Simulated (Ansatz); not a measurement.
# Cl2GaH3Si: basis-set convergence

An exercise on one series of results from a longer session: the logs are not shown, and one member is left open.

Method: one geometry, several basis sets; program: Ansatz 0.2.0, Gaussian basis.

The runs, in order: PBE0-D4/def2-SVP; ωB97M-V/def2-SVP; PBE0-D4/def2-QZVPP; ωB97M-V/def2-QZVPP; the functionals' def2-TZVPP values are taken from earlier runs.

## The relaxed structure

An earlier PBE0-D4 in a triple-zeta def2 set relaxation fixed the geometry.

SMILES `[SiH3][Ga]([Cl])[Cl]`, 7 atoms, charge 0, spin multiplicity 1.

Atoms are counted from 1 here; the program's logs count them from 0.

Bond lengths: Si1–Ga2 2.395 Å, Si1–H5 1.485 Å, Si1–H6 1.483 Å, Si1–H7 1.485 Å, Ga2–Cl3 2.143 Å, Ga2–Cl4 2.141 Å. Angles: Ga2–Si1–H5 108.3°, Ga2–Si1–H6 110.0°, Ga2–Si1–H7 108.5°, H5–Si1–H6 110.2°, H5–Si1–H7 109.6°, H6–Si1–H7 110.2°, Si1–Ga2–Cl3 122.4°, Si1–Ga2–Cl4 124.3°, Cl3–Ga2–Cl4 113.4°.

As a file:

```tsv
atom	x (Å)	y (Å)	z (Å)
Si1	-0.3377	1.0799	-0.2377
Ga2	0.3455	-1.1654	0.2399
Cl3	2.0444	-1.6111	1.4673
Cl4	-0.6544	-2.9112	-0.4935
H5	-0.6867	1.7444	1.0438
H6	-1.5105	1.0712	-1.1457
H7	0.7994	1.7921	-0.8741
```

Set-up of the first run:

The input, in.yaml:

```yaml
crystal:
  periodic: [false, false, false]
  atoms:
    - {symbol: Si, position_ang: [-0.337666, 1.079928, -0.237712]}
    - {symbol: Ga, position_ang: [0.345496, -1.165362, 0.239852]}
    - {symbol: Cl, position_ang: [2.044404, -1.611095, 1.467338]}
    - {symbol: Cl, position_ang: [-0.654390, -2.911240, -0.493492]}
    - {symbol: H, position_ang: [-0.686691, 1.744400, 1.043782]}
    - {symbol: H, position_ang: [-1.510534, 1.071246, -1.145687]}
    - {symbol: H, position_ang: [0.799381, 1.792122, -0.874071]}
basis:
  gaussian: {orbitals: def2-SVP}
hamiltonian: {xc: pbe0, dispersion: d4}
output: {orbitals: {seedname: orbitals}}
```

The run is started by

```bash
$ ansatz run in.yaml --threads 2 --pin off --events-out ev --progress --plain --max-ram 22528MiB --backend cpu
```

Steps of the session up to this table: PBE0-D4 in def2-SVP; ωB97M-V in def2-SVP; PBE0-D4 in def2-QZVPP; ωB97M-V in def2-QZVPP.

One table of the session follows, with a row left open; its other results are not shown here.

| functional | basis | HOMO (eV) | LUMO (eV) |
| --- | --- | --- | --- |
| PBE0-D4 | def2-SVP | -8.37 | -1.90 |
| PBE0-D4 | def2-TZVPP | -8.42 | -2.04 |
| PBE0-D4 | def2-QZVPP | -8.45 | -2.08 |
| ωB97M-V | def2-SVP | -10.34 | -0.08 |
| ωB97M-V | def2-TZVPP | ? | ? |
| ωB97M-V | def2-QZVPP | -10.48 | -0.35 |

Estimate the missing values for ωB97M-V, def2-TZVPP.

As computed: HOMO (eV): -10.44; LUMO (eV): -0.27. In the column «HOMO (eV)» it lies between ωB97M-V, def2-QZVPP (-10.48) and ωB97M-V, def2-SVP (-10.34).
